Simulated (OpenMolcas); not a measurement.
# Mo⁴⁺ among point charges: CASSCF and CASPT2 levels and susceptibility

How does a field of 5 point charges split the states of Mo⁴⁺, and what χT follows?

Program: OpenMolcas 26.06. Level of theory: state-averaged CASSCF and CASPT2, spin-orbit coupling by RASSI with atomic mean-field integrals. These are calculated values, not measurements, unless marked.

**1. What is computed**

* Species: Mo⁴⁺ (molybdenum, Z = 42, 38 electrons)
* Basis: ANO-RCC-VDZP [6s5p3d1f], 43 functions
* Scalar Hamiltonian: DKH2, point nucleus
* Inactive shells: 1s 2s 2p 3s 3p 3d 4s 4p
* Active space: 2 electrons in 5 orbitals (4d)
* Some configurations of this space: 4d2
* Orbitals: optimised for each spin and parity, averaged over all roots

Outer shells as boxes (Hund's rule):

4d2
```
4d [↑ ][↑ ][  ][  ][  ]
```

The ion sits among 5 point charges of -1 e arranged as a square pyramid (C4v), 1.99 Å from the ion, with the axial distance 2.308 Å.

Each step is its own input file, run in one work folder so that later steps find the files of earlier ones. Labels, J, g values, rates, χT and fits are worked out afterwards by a script from the matrices that RASSI stores.

**2. GATEWAY and SEWARD: basis and integrals**

a.inp reads:

```
&GATEWAY
Coord
1

Mo 0.0 0.0 0.0
Basis=ANO-RCC-VDZP
Group=NoSym
NoMove
AngMom=0.0 0.0 0.0
AMFI
XField
5 Angstrom 0
1.990000 0.000000 0.000000 -1.000000
0.000000 1.990000 0.000000 -1.000000
-1.990000 0.000000 0.000000 -1.000000
0.000000 -1.990000 0.000000 -1.000000
0.000000 0.000000 2.308400 -1.000000
&SEWARD
```

On the command line:

```bash
> OMP_NUM_THREADS=1 MOLCAS_MEM=1689 MOLCAS_PROJECT=a pymolcas a.inp > a.log
```

The log of the run:

```text
Basis set label: MO.ANO-RCC...6S5P3D1F.

      Electronic valence basis set:
      ------------------
      Associated Effective Charge  42.000000 au
      Associated Actual Charge     42.000000 au
      Nuclear Model: Point charge

      Shell  nPrim  nBasis  Cartesian Spherical Contaminant
         s      21       6        X
         p      18       5        X
         d      13       3                 X
         f       6       1                 X
                  Relativistic Douglas-Kroll-Hess integrals:
                    - DKH order of Hamiltonian: 2
                    - DKH order of Properties : 0
                  Atomic mean-field integrals
```

**3. CASSCF: triplets, 10 roots**

a.inp reads:

```
&RASSCF
FileOrb=start.orb
Symmetry=1
Spin=3
nActEl=2 0 0
Inactive=18
Ras2=5
CIRoot=10 10 1
SDav=10
CIMx=300
Iter=120 100
PrWF=0.3
OrbListing=Nothing
MaxOrb=0
>>> COPY $Project.JobIph JOB001
```

start.orb holds the contracted functions of the basis, ordered by shell, or the orbitals of the step before.

The log of the run (excerpt; [...] marks lines left out):

```text
[...]
      Number of active orbitals                  5
[...]
      Spin quantum number                      1.0
[...]
      Active orbitals                            5
[...]
      Number of CSFs                            10
      Number of root(s) required                10
[...]
      Convergence after  7 iterations
[...]
      Natural orbitals and occupation numbers for root  1
      sym 1:   0.042693   0.957307  -0.000000   0.957307   0.042693
      Natural orbitals and occupation numbers for root  2
      sym 1:   0.423710   0.576290   0.576290   0.423710   0.000000
      Natural orbitals and occupation numbers for root  3
      sym 1:   0.423710   0.576290   0.576290   0.423710  -0.000000
::    RASSCF root number  1 Total energy:  -4047.70315432
::    RASSCF root number  2 Total energy:  -4047.69514325
::    RASSCF root number  3 Total energy:  -4047.69514325
[...]
::    RASSCF root number  7 Total energy:  -4047.65879693
::    RASSCF root number  8 Total energy:  -4047.62867205
::    RASSCF root number  9 Total energy:  -4047.62867205
::    RASSCF root number 10 Total energy:  -4047.58690493
```

**4. CASSCF: singlets, 15 roots**

a.inp reads:

```
&RASSCF
FileOrb=start.orb
Symmetry=1
Spin=1
nActEl=2 0 0
Inactive=18
Ras2=5
CIRoot=15 15 1
SDav=15
CIMx=300
Iter=120 100
PrWF=0.3
OrbListing=Nothing
MaxOrb=0
>>> COPY $Project.JobIph JOB002
```

On the command line:

```bash
> OMP_NUM_THREADS=1 MOLCAS_MEM=1689 MOLCAS_PROJECT=a pymolcas a.inp > a.log
```

The log of the run (excerpt; [...] marks lines left out):

```text
[...]
      Number of active orbitals                  5
[...]
      Spin quantum number                      0.0
[...]
      Active orbitals                            5
[...]
      Number of CSFs                            15
      Number of root(s) required                15
[...]
      Convergence after  6 iterations
[...]
      Natural orbitals and occupation numbers for root  1
      sym 1:  -0.000000   0.785121   0.214879   0.785121   0.214879
      Natural orbitals and occupation numbers for root  2
      sym 1:   0.071789   0.928211   0.071789   0.928211   0.000000
      Natural orbitals and occupation numbers for root  3
      sym 1:  -0.000000   0.937235   0.062765   0.937235   0.062765
::    RASSCF root number  1 Total energy:  -4047.65130457
::    RASSCF root number  2 Total energy:  -4047.64787911
::    RASSCF root number  3 Total energy:  -4047.63770551
[...]
::    RASSCF root number 12 Total energy:  -4047.58978422
::    RASSCF root number 13 Total energy:  -4047.56166994
::    RASSCF root number 14 Total energy:  -4047.56001525
::    RASSCF root number 15 Total energy:  -4047.47070519
```

**5. RASSI: spin-orbit coupling between the states**

a.inp reads:

```
&RASSI
NrOfJobIphs=2 10 15
1 2 3 4 5 6 7 8 9 10
1 2 3 4 5 6 7 8 9 10 11 12 13 14 15
IphNames
JOB001
JOB002
EJob
SpinOrbit
DIPRint=1.0
SOCoupling=1000.0
Subsets=2
Property=9
'ANGMOM' 1 'ANGMOM' 2 'ANGMOM' 3 'MLTPL  1' 1 'MLTPL  1' 2 'MLTPL  1' 3
'AMFI' 1 'AMFI' 2 'AMFI' 3
SOProperty=3
'ANGMOM' 1 'ANGMOM' 2 'ANGMOM' 3
```

On the command line:

```bash
> OMP_NUM_THREADS=1 MOLCAS_MEM=1689 MOLCAS_PROJECT=a pymolcas a.inp > a.log
```

The log of the run (excerpt; [...] marks lines left out):

```text
SPIN-FREE ENERGIES:
  (Shifted by EMIN (a.u.) =      -4047.7031543161)
 SF State       Relative EMIN(au)   Rel lowest level(eV)    D:o, cm**(-1)      L_eff
     1             0.0000000000        0.0000000000              0.0000         2.9
     2             0.0080110650        0.2179921830           1758.2255         2.9
     3             0.0080110650        0.2179921830           1758.2255         2.9
     4             0.0182361683        0.4962314200           4002.3763         3.0
     5             0.0288037250        0.7837892850           6321.6869         2.8
     6             0.0288037250        0.7837892850           6321.6869         2.8
     7             0.0443573818        1.2070258494           9735.3200         3.0
    11             0.0518497491        1.4109035483          11379.7046         2.3
    12             0.0552752014        1.5041148548          12131.5044         2.7
    13             0.0654488027        1.7809526493          14364.3518         2.9
[...]
Eigenvalues of complex Hamiltonian:
   -----------------------------------
  (Shifted by EMIN (a.u.) =      -4047.7031543161)
 SO State       Relative EMIN(au)   Rel lowest level(eV)    D:o, cm**(-1)     J-value
     1            -0.0047141735        0.0000000000              0.0000         2.1
     2            -0.0027267722        0.0540799432            436.1842         2.4
     3            -0.0027267722        0.0540799432            436.1842         2.4
     4             0.0049888179        0.2640318456           2129.5605         1.8
     5             0.0067134949        0.3109626968           2508.0833         2.8
     6             0.0082659403        0.3532068885           2848.8057         2.6
     7             0.0082718278        0.3533670969           2850.0978         2.9
     8             0.0082718278        0.3533670969           2850.0978         2.9
     9             0.0105057524        0.4141552802           3340.3876         3.7
    10             0.0189185512        0.6430791978           5186.7835         3.1
    11             0.0189185512        0.6430791978           5186.7835         3.1
[...]
```

These steps: 5.1 s of run time, 1 thread of Arm Neoverse V2, shared host.

Spin-free states:

```
  state  degeneracy  E (cm-1)  free-ion L (%)
triplet           1         0          F (94)
triplet           2      1758          F (96)
triplet           1      4002         F (100)
triplet           2      6322          F (90)
triplet           1      9735         F (100)
singlet           1     11380          D (87)
singlet           1     12132          D (69)
singlet           2     14364          D (63)
singlet           1     15964          G (66)
triplet           2     16347          P (86)
singlet           1     17166          D (57)
singlet           2     18005          G (77)
singlet           1     18887          G (87)
singlet           1     24131          G (69)
singlet           2     24882          G (86)
triplet           1     25514          P (94)
singlet           1     31052          G (87)
singlet           1     31415         G (100)
singlet           1     51017          S (87)
```

With spin-orbit coupling:

```
E (cm-1)  Degeneracy  2S+1               g
     0.0           1     3                
   436.2           2     3  0.00 0.00 3.43
    2130           1     3                
    2508           1     3                
    2849           1     3                
    2850           2     3  0.00 0.00 0.86
    3340           1     3                
    5187           2     3  0.00 0.00 2.17
    5561           1     3                
    5690           1     3                
    6421           1     3                
    7220           2     3  0.00 0.00 4.47
    8413           1     3                
    8431           1     3                
   10977           2     3  0.00 0.00 5.12
   10983           1     3                
   12724           1     1                
   13082           1     1                
   15281           2     1  0.00 0.00 1.61
   16533           1     3                
   17017           1     3                
   17117           1     1                
   17344           2     3  0.00 0.00 1.66
   17759           1     3
```

Principal g values are given for doublets only; a zero marks a field direction without first-order Zeeman splitting.

Powder χT (cm³ K/mol): 0.00 at 2 K, 0.00 at 5 K, 0.00 at 10 K, 0.01 at 20 K, 0.02 at 50 K, 0.04 at 100 K, 0.06 at 150 K, 0.10 at 200 K, 0.15 at 250 K, 0.19 at 300 K.

Orbitals of the lowest block (energies include the constant potential of the surroundings):

```
shell     space  energy (hartree)  mean occupation  ⟨r²⟩ (bohr²)
   1s  inactive         -739.2169            2.000       0.00163
   2s  inactive         -107.6580            2.000        0.0277
   2p  inactive          -96.1127            6.000        0.0219
   3s  inactive          -19.9568            2.000         0.208
   3p  inactive          -16.0596            6.000         0.213
   3d  inactive           -9.6974           10.000         0.205
   4s  inactive           -3.3655            2.000          1.38
   4p  inactive           -2.1783            6.000          1.64
   4d      RAS2                              2.000          2.76
```

**6. CASPT2: IPEA 0.25, imaginary shift 0.1 (closed shells correlated: 4s 4p)**

a.inp reads:

```
>>> COPY JOB001 $Project.JobIph
&CASPT2
Multistate=10 1 2 3 4 5 6 7 8 9 10
NoMult
Frozen=14
IPEA=0.25
Imaginary=0.1
MaxIter=60
WThr=0.0 0.3 0.05
PrWF=0.5
NoMix
>>> COPY JOB002 $Project.JobIph
&CASPT2
Multistate=15 1 2 3 4 5 6 7 8 9 10 11 12 13 14 15
NoMult
Frozen=14
IPEA=0.25
Imaginary=0.1
MaxIter=60
WThr=0.0 0.3 0.05
PrWF=0.5
NoMix
```

The log of the run (excerpt; [...] marks lines left out):

```text
[...]
      Active orbitals                            5
[...]
      E2 (Variational):          -0.1843761173
      Total energy:           -4047.8875304333
[...]
::    CASPT2 Root  1     Total energy:  -4047.88753043
::    CASPT2 Root  2     Total energy:  -4047.88197556
[...]
::    CASPT2 Root 12     Total energy:  -4047.78232151
::    CASPT2 Root 13     Total energy:  -4047.75592953
::    CASPT2 Root 14     Total energy:  -4047.75083943
::    CASPT2 Root 15     Total energy:  -4047.68035399
```

This run: 3.1 s of run time, 1 thread of Arm Neoverse V2, shared host.

SS-CASPT2: lowest energy less the reference's lowest, -0.1844 hartree; reference weights 0.952 to 0.962.

Spin-free states:

```
  state  degeneracy  E (cm-1)  free-ion L (%)
triplet           1         0          F (94)
triplet           2      1219          F (96)
triplet           1      4228         F (100)
triplet           2      5704          F (90)
singlet           1      9263          D (87)
triplet           1     10020         F (100)
singlet           1     10405          D (69)
singlet           2     12394          D (63)
triplet           2     14272          P (86)
singlet           1     14784          D (57)
singlet           1     14880          G (66)
singlet           2     15941          G (77)
singlet           1     17001          G (87)
singlet           1     22556          G (69)
singlet           2     23091          G (86)
triplet           1     23668          P (94)
singlet           1     28883          G (87)
singlet           1     30000         G (100)
singlet           1     45470          S (87)
```

With spin-orbit coupling:

```tsv
E (cm-1)	Degeneracy	2S+1	g
0	1	3	
490	2	3	0.00 0.00 3.21
1870	1	3	
2150	1	3	
2500	1	3	
2710	2	3	0.00 0.00 1.26
3160	1	3	
5190	1	3	
5480	2	3	0.00 0.00 2.35
5760	1	3	
6090	1	3	
6830	2	3	0.00 0.00 4.44
7970	1	3	
8000	1	3	
10900	1	1	
11340	2	3	0.00 0.00 4.89
11380	1	3	
11550	1	1	
13580	2	1	0.00 0.00 1.34
14610	1	3	
15130	1	3	
15470	2	3	0.00 0.00 1.67
15890	1	3	
16060	1	3
```

Powder χT (cm³ K/mol): 0.00 at 2 K, 0.00 at 5 K, 0.00 at 10 K, 0.01 at 20 K, 0.02 at 50 K, 0.03 at 100 K, 0.05 at 150 K, 0.08 at 200 K, 0.12 at 250 K, 0.16 at 300 K.

**7. The methods side by side**

A. CASSCF
B. SS-CASPT2, IPEA 0.25, imaginary shift 0.1 (closed shells correlated: 4s 4p)

```
method  ground state  first state of that spin (cm-1)  first gap with spin-orbit (cm-1)  χT at 300 K
     A       triplet                     triplet 1758                             436.2         0.19
     B       triplet                     triplet 1219                             490.1         0.16
```

**8. Outcome**

```
                                            quantity                                                                        value
                                              method  SS-CASPT2, IPEA 0.25, imaginary shift 0.1 (closed shells correlated: 4s 4p)
                              spin-free ground state                                          triplet, 1-fold in its orbital part
first state of the same spin within the active space                                                         triplet at 1220 cm⁻¹
                                        lowest level                                                                       1-fold
                                          next level                                                                   490.1 cm⁻¹
                                         χT at 300 K                                                               0.16 cm³ K/mol
                           effective moment at 300 K                                                                      1.12 μB
```

Cost by method:

```
                                              method  time of its own steps  time with the reference
                                           A. CASSCF                  5.1 s                    5.1 s
B. SS-CASPT2, IPEA 0.25, imaginary shift 0.1, +4s 4p                  3.1 s                    8.2 s
```

Times are of one thread on a shared host.

In words: The spin-free ground state (triplet) comes to 94 % from free-ion F terms and keeps the highest spin of the shell. χT at 300 K is 0.16, against 1.00 cm³ K/mol for the spin alone, so spin-orbit coupling lowers it. The field of point charges can differ much from that of real complexes. This is an electrostatic model: the charges have no orbitals.
